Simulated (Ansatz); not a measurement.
## MnZn, space group Pm-3m: a fixed-spin-moment curve, step by step

Program: Ansatz 0.2.0 through its Python package.

Typed at the interpreter:
```pycon
>>> import ansatz
>>> from tabulate import tabulate
>>> crystal = (
...     ansatz.Lattice.of((3.07, 0.0, 0.0), (0.0, 3.07, 0.0), (0.0, 0.0, 3.07))
...     .atom('Mn', (0.0, 0.0, 0.0))
...     .atom('Zn', (0.5, 0.5, 0.5))
... )
>>> crystal.resolved().sites[-1]
Site(symbol='Zn', position=(0.5, 0.5, 0.5), moment=None, axis=None, held=None, saved=None)
>>> base = (
...     crystal.calculation()
...     .functional(ansatz.Functional.LDA)
...     .kpoints(7, 7, 7)
...     .occupations('Gaussian')
... )
>>> rows = []
>>> for total in [0.0, 0.8, 1.6, 2.4, 3.2, 4.0, 4.8]:
...     data = base.spin('collinear', total=total, lock='hard').run().report
...     up, down = data['spin_fermi_energies_ev']
...     rows.append((total, data['free_energy_ev'], up - down, data['absolute_magnetization_mub']))
...
DeckWarning: basis.ecutwfc = 420 eV, auto-derived from the records' recommended cutoffs: set by Mn (normal level)
RunWarning: this spin-polarised run has no starting moment large enough to seed its density, and nothing else in its deck makes the two spin channels differ, so an SCF from that start keeps the [...]
>>> reference = rows[0][1]
>>> rows = [(m, 1000 * (e - reference), split, size) for m, e, split, size in rows]
>>> print(tabulate(rows, headers=['total muB', 'F - F(0) meV', 'EF up - down eV', 'absolute muB'], floatfmt='.4f', tablefmt='pipe'))
|   total muB |   F - F(0) meV |   EF up - down eV |   absolute muB |
|------------:|---------------:|------------------:|---------------:|
|      0.0000 |         0.0000 |            0.0000 |         0.0000 |
|      0.8000 |       -89.4838 |           -0.4607 |         0.9418 |
|      1.6000 |      -356.3191 |           -0.8385 |         1.8636 |
|      2.4000 |      -673.5800 |           -0.6491 |         2.6954 |
|      3.2000 |      -792.8040 |            0.1238 |         3.4391 |
|      4.0000 |      -603.2274 |            1.1938 |         4.0793 |
|      4.8000 |       167.8061 |            3.1055 |         4.8000 |
>>> best = min(rows, key=lambda row: row[1])
>>> print(f'lowest at {best[0]} muB per cell, {best[1]:.1f} meV against the first point')
lowest at 3.2 muB per cell, -792.8 meV against the first point
```

The lowest point lies at 3.2 μB a cell, 792.8 meV below the point at 0 μB; at 4.8 μB the energy is 961 meV above the lowest.

Notes:
- Absolute energies stand on the zero of these potentials, so only differences at equal settings mean something. A total without «per atom» is that of the cell as typed.
- For a metal this k-point mesh is coarse: on a finer one energies can move by several to tens of meV an atom and pressures by half a GPa or more, differences at one mesh by less.
- The starting cell is as deposited in a crystallographic database; the results hold for this polymorph, which needn't be the stable one.
- Warnings are shown shortened and without file and line.
- Only points where the Fermi levels of the two spins meet (minima, maxima and zero moment) are free solutions; a shallow minimum can lie between the points.
- Timing: 26 s on 1 thread of Arm Neoverse V1 (shared host), peak memory 0.45 GiB.

(Lines on the test bed's own set-up are left out of the output.)
